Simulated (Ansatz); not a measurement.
# CH₅FMoN₂: small, medium and large basis sets

The task here is to estimate one member of a computed series from the others.

Method: one geometry, several basis sets; program: Ansatz 0.2.0, Gaussian basis.

Levels to be run: PBE0-D4/def2-SVP; ωB97M-V/def2-SVP; PBE0-D4/def2-QZVPP; ωB97M-V/def2-QZVPP; the functionals' def2-TZVPP values are taken from earlier runs.

## The geometry

An earlier PBE0-D4 in a triple-zeta def2 set relaxation fixed the geometry. Mo takes the def2 core potential; no spin-orbit term is included.

SMILES `[CH3][Mo](=[NH])(=[NH])[F]`, 10 atoms, charge 0, spin multiplicity 1.

Atoms are counted from 1 here; the program's logs count them from 0.

Bond lengths: C1–Mo2 2.103 Å, C1–H6 1.094 Å, C1–H7 1.090 Å, C1–H8 1.094 Å, Mo2–N3 1.720 Å, Mo2–N4 1.720 Å, Mo2–F5 1.868 Å, N3–H9 1.011 Å, N4–H10 1.011 Å. Angles: Mo2–C1–H6 108.0°, Mo2–C1–H7 112.6°, Mo2–C1–H8 108.0°, H6–C1–H7 109.0°, H6–C1–H8 110.2°, H7–C1–H8 109.0°, C1–Mo2–N3 103.3°, C1–Mo2–N4 103.3°, C1–Mo2–F5 112.4°, N3–Mo2–N4 110.4°, N3–Mo2–F5 113.3°, N4–Mo2–F5 113.3°, Mo2–N3–H9 153.4°, Mo2–N4–H10 153.4°.

As a file:

```
C    -1.3611   -0.4047   -0.4737
Mo    0.3214    0.5227    0.3817
N     0.9683   -0.6986    1.4051
N     1.3563    0.7851   -0.9665
F    -0.1184    2.0933    1.2922
H    -2.0623   -0.6415    0.3319
H    -1.1089   -1.3213   -1.0062
H    -1.8159    0.3015   -1.1748
H     1.6909   -1.3411    1.7011
H     2.2127    0.6535   -1.4879
```

The first run:

in.yaml

```yaml
crystal:
  periodic: [false, false, false]
  atoms:
    - {symbol: C, position_ang: [-1.361051, -0.404679, -0.473748]}
    - {symbol: Mo, position_ang: [0.321392, 0.522668, 0.381660]}
    - {symbol: N, position_ang: [0.968293, -0.698588, 1.405119]}
    - {symbol: N, position_ang: [1.356302, 0.785059, -0.966521]}
    - {symbol: F, position_ang: [-0.118435, 2.093271, 1.292158]}
    - {symbol: H, position_ang: [-2.062347, -0.641475, 0.331885]}
    - {symbol: H, position_ang: [-1.108909, -1.321344, -1.006205]}
    - {symbol: H, position_ang: [-1.815888, 0.301471, -1.174764]}
    - {symbol: H, position_ang: [1.690920, -1.341064, 1.701093]}
    - {symbol: H, position_ang: [2.212720, 0.653483, -1.487876]}
basis:
  gaussian: {orbitals: def2-SVP}
hamiltonian: {xc: pbe0, dispersion: d4}
output: {orbitals: {seedname: orbitals}}
```

Steps of the session up to this table: PBE0-D4 in def2-SVP; ωB97M-V in def2-SVP; PBE0-D4 in def2-QZVPP; ωB97M-V in def2-QZVPP.

One table of the session follows, with a row left open; its other results are not shown here.

It belongs to the step «Density functionals: the series». 

```
functional       basis  HOMO (eV)  LUMO (eV)
   PBE0-D4    def2-SVP      -8.02      -1.81
   PBE0-D4  def2-TZVPP          ?          ?
   PBE0-D4  def2-QZVPP      -8.10      -1.94
   ωB97M-V    def2-SVP     -10.25       0.32
   ωB97M-V  def2-TZVPP     -10.33       0.19
   ωB97M-V  def2-QZVPP     -10.36       0.13
```

**Question.** Estimate the row for PBE0-D4, def2-TZVPP.

The run gave: HOMO (eV): -8.07; LUMO (eV): -1.91. In the column «HOMO (eV)» it lies between PBE0-D4, def2-QZVPP (-8.10) and PBE0-D4, def2-SVP (-8.02).
